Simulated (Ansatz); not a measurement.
# C₃H₅ClOSi: a ladder of functionals and wavefunction methods

An exercise on one series of results from a longer session: the logs are not shown, and one member is left open.

Method: functionals in def2-TZVPP, the program's frozen cores in correlated methods; program: Ansatz 0.2.0, Gaussian basis.

The runs, in order: PBE-D4, r2SCAN-D4, PBE0-D4, B3LYP-D4, ωB97X-V, ωB97M-V, B2PLYP; CCSD(T)/def2-TZVPP; MP2/def2-QZVPP; extrapolation to the limit.

### Structure used throughout

All runs share one geometry, relaxed beforehand with PBE0-D4 in a triple-zeta def2 set.

SMILES `C=C=C(Cl)O[SiH3]`, 11 atoms, charge 0, spin multiplicity 1.

Atoms are counted from 1 here; the program's logs count them from 0.

Bond lengths: C1–C2 1.298 Å, C1–H7 1.087 Å, C1–H8 1.087 Å, C2–C3 1.302 Å, C3–Cl4 1.745 Å, C3–O5 1.339 Å, O5–Si6 1.670 Å, Si6–H9 1.483 Å, Si6–H10 1.479 Å, Si6–H11 1.481 Å. Angles: C2–C1–H7 121.5°, C2–C1–H8 121.5°, H7–C1–H8 117.0°, C1–C2–C3 178.9°, C2–C3–Cl4 119.8°, C2–C3–O5 124.8°, Cl4–C3–O5 115.4°, C3–O5–Si6 126.8°, O5–Si6–H9 110.2°, O5–Si6–H10 103.6°, O5–Si6–H11 111.1°, H9–Si6–H10 111.1°, H9–Si6–H11 110.3°, H10–Si6–H11 110.4°.

As a file:

```xyz
11
C3H5ClOSi
C     1.1894   -2.4728    0.5886
C     0.6105   -1.4242    0.0870
C     0.0367   -0.3810   -0.4387
Cl   -1.1806   -0.5900   -1.6717
O     0.3263    0.8885   -0.1261
Si   -0.7450    2.1662   -0.0402
H     0.7862   -2.9828    1.4599
H     2.1010   -2.8789    0.1574
H    -1.9537    1.7701    0.7233
H     0.0180    3.2125    0.6740
H    -1.1233    2.6353   -1.3930
```

The first run:

The input, in.yaml:

```yaml
crystal:
  periodic: [false, false, false]
  atoms:
    - {symbol: C, position_ang: [1.189358, -2.472752, 0.588628]}
    - {symbol: C, position_ang: [0.610538, -1.424241, 0.087020]}
    - {symbol: C, position_ang: [0.036694, -0.380989, -0.438656]}
    - {symbol: Cl, position_ang: [-1.180636, -0.589992, -1.671693]}
    - {symbol: O, position_ang: [0.326287, 0.888525, -0.126070]}
    - {symbol: Si, position_ang: [-0.745012, 2.166177, -0.040160]}
    - {symbol: H, position_ang: [0.786213, -2.982786, 1.459878]}
    - {symbol: H, position_ang: [2.101046, -2.878915, 0.157417]}
    - {symbol: H, position_ang: [-1.953717, 1.770141, 0.723270]}
    - {symbol: H, position_ang: [0.017978, 3.212502, 0.673971]}
    - {symbol: H, position_ang: [-1.123347, 2.635332, -1.393003]}
basis:
  gaussian: {orbitals: def2-TZVPP}
hamiltonian: {xc: pbe, dispersion: d4}
output: {forces: true, orbitals: {seedname: orbitals}}
```

The run is started by

```
$ ansatz run in.yaml --threads 4 --pin off --events-out ev --progress --plain --max-ram 10444MiB
```

Among the steps run: PBE-D4 (GGA); r2SCAN-D4 (meta-GGA); PBE0-D4 (hybrid); B3LYP-D4 (hybrid); ωB97X-V (range-separated); ωB97M-V (range-separated); B2PLYP (double hybrid); CCSD(T) in def2-TZVPP; MP2 in def2-QZVPP.

One table of the session follows, with a row left open; its other results are not shown here.

It belongs to the step «Atomisation energies». 

| method | atomisation energy (eV) |
| --- | --- |
| PBE-D4 | 45.133 |
| r2SCAN-D4 | 44.080 |
| PBE0-D4 | 44.038 |
| B3LYP-D4 | 43.811 |
| ωB97X-V | 43.866 |
| ωB97M-V | 43.946 |
| B2PLYP | ? |
| HF/def2-TZVPP | 31.129 |
| MP2/def2-TZVPP | 43.568 |
| CCSD/def2-TZVPP | 41.635 |
| CCSD(T)/def2-TZVPP | 42.498 |
| MP2/CBS | 44.797 |
| CCSD(T)/CBS | 43.727 |

Q: Estimate the row for B2PLYP from the others.

The run gave: atomisation energy (eV): 43.317. In the column «atomisation energy (eV)» it lies between CCSD(T)/def2-TZVPP (42.498) and MP2/def2-TZVPP (43.568).

Caveats from the session: Free atoms (3 C, 1 Cl, 1 O, 1 Si, 5 H) were run apart at each level; the atomisation energy is their sum less the molecule, without zero-point or spin-orbit terms.
